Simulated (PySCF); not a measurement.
# TiOOH: structure of the doublet

Where does doublet TiOOH go from a linear start, is the end point a minimum, and what are its modes, charges and moments?

Program: PySCF 2.14.0. Level of theory: PBE0, basis Ti def2-TZVP, O def2-TZVP, H def2-TZVP, no relativity, density fitting. These are calculated values, not measurements.

### 1 Where the work starts

4 atoms, charge 0, spin multiplicity 2.

Bond lengths: Ti1–O2 1.740 Å, Ti1–O3 1.990 Å, O3–H4 0.960 Å. Angles: O2–Ti1–O3 180.0°, Ti1–O3–H4 130.0°.

```xyz
4
charge 0 multiplicity 2
Ti    0.0000    0.0000    0.0000
O     0.0000    0.0000    1.7400
O     0.0000    0.0000   -1.9900
H     0.7354    0.0000   -2.6071
```

### 2 Finding the electronic state

The steps below are one call of a driver around PySCF. For each, scf.py gives the equivalent set-up of the SCF; relaxations use the driver's own optimiser. After this first run the driver tries any further starts and a stability analysis.

scf.py

```python
from pyscf import gto, scf, dft
mol = gto.M(atom='''
Ti     0.000000     0.000000     0.000000
O      0.000000     0.000000     1.740000
O      0.000000     0.000000    -1.990000
H      0.735400     0.000000    -2.607100''',
    basis={'Ti': 'def2-TZVP', 'O': 'def2-TZVP', 'H': 'def2-TZVP'},
    charge=0, spin=1)
mf = dft.UKS(mol, xc='PBE0')
mf.grids.atom_grid = (50, 194)
aux = {'Ti': 'def2-universal-JKFIT', 'O': 'def2-universal-JKFIT', 'H': 'def2-universal-JKFIT'}
mf = mf.density_fit(auxbasis=aux)
mf.conv_tol = 1e-08
mf.diis_space = 10
mf.max_cycle = 60
mf.init_guess = 'minao'
mf.verbose = 4
mf.kernel()
```

The run is started by

```sh
$ OMP_NUM_THREADS=4 python axn.py task.json out
```

Standard output:

```text
init E= -999.888627215057
[... the frontier-level lines of each cycle are left out ...]
cycle= 1 E= -999.556548362096  delta_E= 0.332  |g|=  1.2  |ddm|= 1.39
cycle= 2 E= -978.154307983159  delta_E= 21.4  |g|= 7.08  |ddm|= 2.74
cycle= 3 E= -995.446206269273  delta_E= -17.3  |g|= 3.28  |ddm|= 1.89
cycle= 4 E= -999.859781021379  delta_E= -4.41  |g|= 0.912  |ddm|= 1.46
cycle= 5 E= -999.775206669196  delta_E= 0.0846  |g|=  1.1  |ddm|= 0.781
cycle= 6 E= -1000.10935898236  delta_E= -0.334  |g|=  0.5  |ddm|= 0.239
cycle= 7 E= -1000.20053349558  delta_E= -0.0912  |g|= 0.0697  |ddm|= 0.197
cycle= 8 E= -1000.20234449316  delta_E= -0.00181  |g|= 0.0235  |ddm|= 0.0405
cycle= 9 E= -1000.20306102399  delta_E= -0.000717  |g|= 0.00967  |ddm|= 0.0519
cycle= 10 E= -1000.20318790223  delta_E= -0.000127  |g|= 0.0102  |ddm|= 0.00944
cycle= 11 E= -1000.2023536357  delta_E= 0.000834  |g|= 0.00394  |ddm|= 0.109
cycle= 12 E= -1000.20235476414  delta_E= -1.13e-06  |g|= 0.00293  |ddm|= 0.0139
cycle= 13 E= -1000.20237234821  delta_E= -1.76e-05  |g|= 0.00122  |ddm|= 0.00652
cycle= 14 E= -1000.20238343061  delta_E= -1.11e-05  |g|= 0.000992  |ddm|= 0.00697
cycle= 15 E= -1000.2023885503  delta_E= -5.12e-06  |g|= 0.000541  |ddm|= 0.00602
cycle= 16 E= -1000.20238953184  delta_E= -9.82e-07  |g|= 0.00029  |ddm|= 0.00303
cycle= 17 E= -1000.20238961643  delta_E= -8.46e-08  |g|= 0.000147  |ddm|= 0.000566
cycle= 18 E= -1000.20238962887  delta_E= -1.24e-08  |g|= 9.94e-05  |ddm|= 0.000485
cycle= 19 E= -1000.20238963371  delta_E= -4.84e-09  |g|= 1.41e-05  |ddm|= 0.000116
Extra cycle  E= -1000.20238963382  delta_E= -1.11e-10  |g|= 3.22e-05  |ddm|= 4.04e-05
converged SCF energy = -1000.20238963382  <S^2> = 0.76352162  2S+1 = 2.0134762
```

This step, with its further starts and checks, ran for 17 s (4 threads of Arm Neoverse V2, shared host).

The starts that the driver tried:

| start | energy (Eh) |
| --- | --- |
| the minimal-basis guess | -1000.202390 |
| a thermally smeared density | -1000.248697 |
| a smeared PBE density | -1000.248697 |

This is not the lowest solution: one lies 121.6 kJ/mol lower, at -1000.24870 Eh, and the relaxation starts from that.

### 3 Relaxing the doublet from the linear start

The program finds Cs symmetry in the start, which this walk keeps.

scf.py, as its differences from that of step 2:

```diff
@@ -3,4 +3,4 @@
-Ti     0.000000     0.000000     0.000000
-O      0.000000     0.000000     1.740000
-O      0.000000     0.000000    -1.990000
-H      0.735400     0.000000    -2.607100''',
+Ti    -0.009156     0.000000     0.081860
+O     -0.009156     0.000000     1.821860
+O     -0.009156     0.000000    -1.908140
+H      0.726244     0.000000    -2.525240''',
@@ -16 +15,0 @@
-mf.init_guess = 'minao'
```

The optimiser's trace:

| step | energy (Eh) | change (kJ/mol) | largest symmetric gradient (Eh/bohr) |
| --- | --- | --- | --- |
| 0 | -1000.248702 | 0.00 | 0.07305 |
| 1 | -1000.258450 | -25.59 | 0.01440 |
| 2 | -1000.260398 | -30.71 | 0.01370 |
| 3 | -1000.266190 | -45.91 | 0.03956 |
| 4 | -1000.268535 | -52.07 | 0.01406 |
| 5 | -1000.268852 | -52.90 | 0.01152 |
| 6 | -1000.269176 | -53.75 | 0.00755 |
| 7 | -1000.269709 | -55.15 | 0.00909 |
| 8 | -1000.270135 | -56.27 | 0.01256 |
| 9 | -1000.270737 | -57.85 | 0.00919 |
| 10 | -1000.271552 | -59.99 | 0.01034 |
| 11 | -1000.271838 | -60.74 | 0.01583 |
| 12 | -1000.272260 | -61.85 | 0.00900 |
| 13 | -1000.272461 | -62.38 | 0.00765 |
| 14 | -1000.272764 | -63.17 | 0.00396 |
| 15 | -1000.272984 | -63.75 | 0.00526 |
| 16 | -1000.273169 | -64.24 | 0.00709 |
| 17 | -1000.273233 | -64.40 | 0.00342 |
| 18 | -1000.273285 | -64.54 | 0.00222 |
| 19 | -1000.273315 | -64.62 | 0.00231 |
| 20 | -1000.273337 | -64.68 | 0.00164 |
| 21 | -1000.273346 | -64.70 | 0.00046 |
| 22 | -1000.273347 | -64.70 | 0.00019 |

The walk took 56 s.

Geometry (Å) and forces (eV/Å) at some steps:

```
step 0
Ti  -0.009   0.000   0.082  -0.427  -0.002   2.617
O   -0.009   0.000   1.822   0.136   0.001  -3.756
O   -0.009   0.000  -1.908   0.661   0.002   1.300
H    0.726   0.000  -2.525  -0.370  -0.001  -0.161
step 1
Ti  -0.022   0.000   0.095  -0.551  -0.001  -0.085
O   -0.001   0.000   1.739   0.189   0.000  -0.163
O    0.011   0.000  -1.855   0.741   0.002   0.466
H    0.711   0.000  -2.509  -0.379  -0.001  -0.219
step 11
Ti  -0.551   0.000   0.053  -0.064   0.001   0.012
O    0.347   0.000   1.400   0.061  -0.001  -0.016
O    0.084   0.000  -1.670   0.776  -0.001  -0.810
H    0.818   0.000  -2.313  -0.774   0.000   0.815
step 22
Ti  -0.640   0.000   0.021  -0.001   0.000  -0.002
O    0.464   0.000   1.194   0.004   0.000   0.002
O   -0.006   0.000  -1.693  -0.011   0.000   0.006
H    0.881   0.000  -2.051   0.008   0.000  -0.006
```

End point (Cs, 22 steps, 64.7 kJ/mol gained): O–H 0.956 Å, Ti–O 1.611 Å, Ti–O 1.828 Å; H–O–Ti 132.2°, O–Ti–O 116.4°.

### 4 Hessian and properties

On the finer grid the gradient is checked again; gradients at displacements of ±0.02 bohr then give force constants and infrared intensities.

scf.py, as its differences from that of step 3:

```diff
@@ -3,4 +3,4 @@
-Ti    -0.009156     0.000000     0.081860
-O     -0.009156     0.000000     1.821860
-O     -0.009156     0.000000    -1.908140
-H      0.726244     0.000000    -2.525240''',
+Ti    -0.359301     0.000000     0.133260
+O      0.738648     0.000000     1.312841
+O      0.272855     0.000000    -1.582268
+H      1.157769     0.000000    -1.945291''',
@@ -10 +10 @@
-mf.grids.atom_grid = (50, 194)
+mf.grids.atom_grid = (75, 302)
@@ -13 +13 @@
-mf.conv_tol = 1e-08
+mf.conv_tol = 1e-10
```

This SCF starts from the last density.

SCF at the final geometry:

```text
init E= -1000.27331735535
[... the frontier-level lines of each cycle are left out ...]
cycle= 1 E= -1000.27331735506  delta_E= 2.89e-10  |g|= 3.07e-05  |ddm|= 2.09e-05
cycle= 2 E= -1000.27331735066  delta_E= 4.4e-09  |g|= 0.000115  |ddm|= 5.96e-05
cycle= 3 E= -1000.2733173554  delta_E= -4.74e-09  |g|= 2.28e-06  |ddm|= 4.84e-05
cycle= 4 E= -1000.27331735541  delta_E= -1.07e-11  |g|= 1.77e-06  |ddm|= 3.69e-06
Extra cycle  E= -1000.27331735541  delta_E= 2.5e-12  |g|= 3.62e-06  |ddm|= 5.32e-06
converged SCF energy = -1000.27331735541  <S^2> = 0.75696275  2S+1 = 2.0069507
```

The whole step took 65 s.

Geometry: Cs; O–H 0.956 Å, Ti–O 1.611 Å, Ti–O 1.828 Å; H–O–Ti 132.5°, O–Ti–O 116.8°.

Modes, for the most abundant isotopes:

| symmetry | ω (cm⁻¹) | IR (km/mol) |
| --- | --- | --- |
| a' | 156 | 18.7 |
| a'' | 434 | 189 |
| a' | 463 | 164 |
| a' | 712 | 187 |
| a' | 1044 | 330 |
| a' | 3948 | 179 |

All wavenumbers are real: a minimum.

Properties at this point:

```
Dipole moment                                                   : 3.91 D
Highest occupied level                                          : -5.20 eV
Lowest empty level                                              : -2.24 eV
Rotational constants                                            : 0.9822, 0.2323, 0.1879 cm⁻¹
Zero-point energy                                               : 40.4 kJ/mol
Principal polarisabilities                                      : 45.5, 52.0, 84.9 bohr³
Atomisation energy without zero-point energy                    : 1554 kJ/mol
Principal traceless quadrupole moments about the centre of mass : -12.77, -0.29, 13.06 D Å
Entropy at 298.15 K and 1 bar (electronic part: spin only)      : 285.4 J/(mol K)
Heat capacity Cp at 298.15 K                                    : 57.4 J/(mol K)
Enthalpy at 298.15 K above 0 K                                  : 13.34 kJ/mol
Rotational symmetry number                                      : 1
Spin squared ⟨S²⟩                                               : 0.757
```

Charges (e) and bond orders:

| atom | Mulliken | Löwdin | polar tensor | spin (Mulliken) | Mayer order to Ti1 |
| --- | --- | --- | --- | --- | --- |
| Ti1 | 1.03 | 0.44 | 1.72 | 1.10 | – |
| O2 | -0.59 | -0.27 | -1.01 | -0.07 | 2.19 |
| O3 | -0.77 | -0.33 | -1.05 | -0.02 | 0.97 |
| H4 | 0.33 | 0.16 | 0.34 | 0.00 | 0.02 |

Outer orbital energies (eV). α occupied: -23.51, -13.24, -9.43, -9.04, -8.68, -8.57, -8.51, -5.20; empty: -2.24, -1.59, -0.11, 0.20. β occupied: -26.50, -23.64, -13.22, -9.39, -9.06, -8.69, -8.63, -8.47; empty: -2.04, -1.05, -0.73, 0.35.

Mulliken populations on Ti1: s 6.33, p 12.19, d 2.42, f 0.04.

### 5 What came out

| quantity | value |
| --- | --- |
| minimum | doublet, Cs |
| geometry | O–H 0.956 Å, Ti–O 1.611 Å, Ti–O 1.828 Å; H–O–Ti 132.5°, O–Ti–O 116.8° |
| wavenumbers (cm⁻¹) | 156 (a'), 434 (a''), 463 (a'), 712 (a'), 1044 (a'), 3948 (a') |
| dipole moment | 3.91 D |
| highest occupied, lowest empty level (either spin) | -5.20, -2.24 eV |
| polar-tensor charge of Ti1 | +1.72 e |
| zero-point energy | 40.4 kJ/mol |
| entropy at 298.15 K | 285.4 J/(mol K) |
| atomisation energy (no zero-point energy) | 1554 kJ/mol |
| ⟨S²⟩ | 0.757 |

The molecule stays Cs, as typed, and the end point is a minimum. In the infrared the band at 1044 cm⁻¹ (a') leads. Most of the spin sits on Ti1 (Mulliken spin 1.10, against 1 for the whole molecule). The first SCF alone would have been 122 kJ/mol too high. Only this shape and spin were tried, so other structures or states may lie lower. One determinant may miss the lowest occupation of an open d or f shell.

The search up to here took 2.3 min.
